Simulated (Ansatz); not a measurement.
# MgH8Cl2O4: the cost of one run

All numbers below are computed with Ansatz 0.2.0 (DFT r2SCAN+D3(BJ), plane waves, PAW, scalar-relativistic, no spin polarisation).

### Step 1. Starting point

The cell holds 15 atoms (Cl2H8MgO4): a = 5.708 Å, b = 5.708 Å, c = 5.708 Å, α = 90.00°, β = 90.00°, γ = 90.00°.

Structure file:

```xyz
15
Lattice="5.7083 0.0000 0.0000 0.0000 5.7083 0.0000 0.0000 0.0000 5.7083" Properties=species:S:1:pos:R:3 pbc="T T T"
O     0.9746    4.7866    4.4274
H     1.8062    4.2940    4.3643
H     1.1106    5.5510    3.8484
O     3.7162    3.2126    2.9287
H     3.7966    3.6156    3.8058
H     3.1840    3.8476    2.4271
O     5.2316    0.6971    1.5286
H     6.1716    0.6594    1.2980
H     5.0371   -0.1901    1.8650
O     3.8905    0.9738    5.2537
H     3.4155    0.6565    4.4714
H     4.8220    0.8113    5.0442
Mg    4.5600    3.7120    0.2853
Cl    0.7006    2.7080    2.6300
Cl    2.5551    0.0285    1.8454
```

### Step 2. Preparing the start

Contents of input.yaml:

```yaml
accuracy: low
crystal:
  lattice:
    - [5.708267, 0.0, 0.0]
    - [0.0, 5.708267, 0.0]
    - [0.0, 0.0, 5.708267]
  atoms:
    - { symbol: O, position: [0.1707418, 0.8385411, 0.7756152] }
    - { symbol: H, position: [0.3164156, 0.7522435, 0.7645539] }
    - { symbol: H, position: [0.1945585, 0.9724558, 0.6741751] }
    - { symbol: O, position: [0.6510237, 0.5628053, 0.5130687] }
    - { symbol: H, position: [0.6651046, 0.6333955, 0.6667217] }
    - { symbol: H, position: [0.5577789, 0.6740355, 0.4251838] }
    - { symbol: O, position: [0.9164992, 0.1221247, 0.2677818] }
    - { symbol: H, position: [1.0811666, 0.1155157, 0.2273903] }
    - { symbol: H, position: [0.8824199, -0.0332969, 0.3267157] }
    - { symbol: O, position: [0.6815479, 0.1705882, 0.920368] }
    - { symbol: H, position: [0.5983497, 0.1150159, 0.783327] }
    - { symbol: H, position: [0.8447431, 0.1421238, 0.8836583] }
    - { symbol: Mg, position: [0.7988497, 0.6502934, 0.049973] }
    - { symbol: Cl, position: [0.1227425, 0.4744007, 0.4607345] }
    - { symbol: Cl, position: [0.4476132, 0.0049854, 0.3232889] }
basis:
  ecutwfc: 500.0
kpoints:
  mp_grid: { grid: [1, 1, 1] }
hamiltonian:
  xc: r2scan
  dispersion: d3bj
scf:
  occupations: { method: fermi_dirac, width: 0.05 }
  lower_state_search: "off"
relax:
  f_tol: 0.3
  max_steps: 15
  adjacent_minimum: "off"
```

On the command line:

```bash
$ ansatz run input.yaml --threads 1 --pin off --max-ram 3072MiB --backend cpu --events-out ev --progress --plain --runs-dir out
```

**Question.** How long does this run take on 1 thread of Arm Neoverse V1, shared host, and how much memory does it need?

About 2.5 min, with a peak of 0.51 GiB.
